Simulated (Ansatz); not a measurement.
# CHBClGa: the cost of one run

Program: Ansatz 0.2.0. Level of theory: RHF/def2-SVP. These are calculated values, not measurements.

**1. The starting structure**

Bond lengths: B1–C2 1.313 Å, C2–Ga3 1.946 Å, Ga3–Cl4 2.082 Å, Ga3–H5 1.566 Å. Angles: B1–C2–Ga3 153.6°, C2–Ga3–Cl4 122.1°, C2–Ga3–H5 118.6°, Cl4–Ga3–H5 119.3°.

As a file:

```xyz
5

B    -0.4850   -2.0951    1.2949
C     0.1360   -1.0743    0.7517
Ga    0.2113    0.5611   -0.3005
Cl   -1.4021    1.2180   -1.4416
H     1.5399    1.3904   -0.3045
```

**2. Relaxing end A**

Contents of input.yaml:

```yaml
crystal:
  periodic: [false, false, false]
  atoms:
    - { symbol: B, position_ang: [-0.48504, -2.09512, 1.29492] }
    - { symbol: C, position_ang: [0.13603, -1.07427, 0.75169] }
    - { symbol: Ga, position_ang: [0.21127, 0.56106, -0.30048] }
    - { symbol: Cl, position_ang: [-1.40214, 1.21795, -1.44158] }
    - { symbol: H, position_ang: [1.53989, 1.39038, -0.30454] }
basis:
  gaussian: { orbitals: def2-SVP }
hamiltonian:
  xc: hf
relax:
  f_tol: 0.015
  max_steps: 40
```

Run with:

```console
ansatz run input.yaml --threads 1 --pin off --max-ram 2048MiB --backend cpu --events-out ev --progress --plain --runs-dir out
```

**Question.** How long does this run take on 1 thread of AMD EPYC 9R45 (Zen 5), shared host, and how much memory does it need?

About 12 s, with a peak of 0.21 GiB.
